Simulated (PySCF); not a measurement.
**RbMg: bond curves at several levels of theory**

The task here is to estimate one member of a computed series from the others.

The runs use PySCF 2.14.0; Rb jorge-DZP-DKH, Mg jorge-DZP-DKH, spin-free X2C with a Gaussian nucleus.

The first run:

The job is set up so:

| Property | Result |
| --- | --- |
| atoms | Rb, Mg |
| charge | 0 |
| basis | Rb jorge-DZP-DKH, Mg jorge-DZP-DKH |
| Hamiltonian | spin-free X2C with a Gaussian nucleus |
| basis functions | 60 |
| electrons treated | 49 |
| masses in u | 84.9118, 23.9850 |
| levels | PBE0, PBE, r²SCAN, PW91, TPSS, M06-L, ωB97X, HF, MP2, SCS-MP2, CCSD, CCSD(T) |
| grid | 80 radial by 434 angular points |
| occupations | held fixed by the projection of orbital angular momentum |
| dissociation limit | Rb + Mg, each in its ground configuration |
| starting distance in angstrom | 3.415 |
| values of 2S to try | 1, 3 |

Started as:

```console
OMP_NUM_THREADS=1 python dia.py task.json out
```

Steps of the session up to this table: Set-up; First curve: PBE0; Other states along the same grid; PBE; r²SCAN (meta-GGA); PW91 (GGA); TPSS (meta-GGA); M06-L; ωB97X (range-separated hybrid); ROHF (mean field); Adding correlation.

One of the session's tables, all rows but one given; the rest of the session is left out.

```
       level  Re (Å)  ωe (cm⁻¹)  De (eV)
    ROHF-MP2   4.853       24.7    0.035
   ROHF-CCSD   4.693       27.7    0.039
ROHF-CCSD(T)   4.567       32.0    0.049
         PBE   4.029       69.3    0.183
        PW91   4.009       70.6    0.196
        TPSS   4.033       73.9    0.195
      r²SCAN   4.089       68.5    0.208
       M06-L   4.039       71.3    0.139
        PBE0       ?          ?        ?
       ωB97X   4.077       62.5    0.083
```

Q: Estimate the row for PBE0 from the others.

**Answer.** Re (Å): 4.077; ωe (cm⁻¹): 65.6; De (eV): 0.151.

De is counted to Rb + Mg in their ground configurations. No constants: ROHF (no minimum is bracketed among the points kept); ROHF-SCS-MP2 (no minimum is bracketed among the points kept).

To keep in mind: The bond is weak, and basis-set superposition, which was not computed, may be a sizeable part of it.
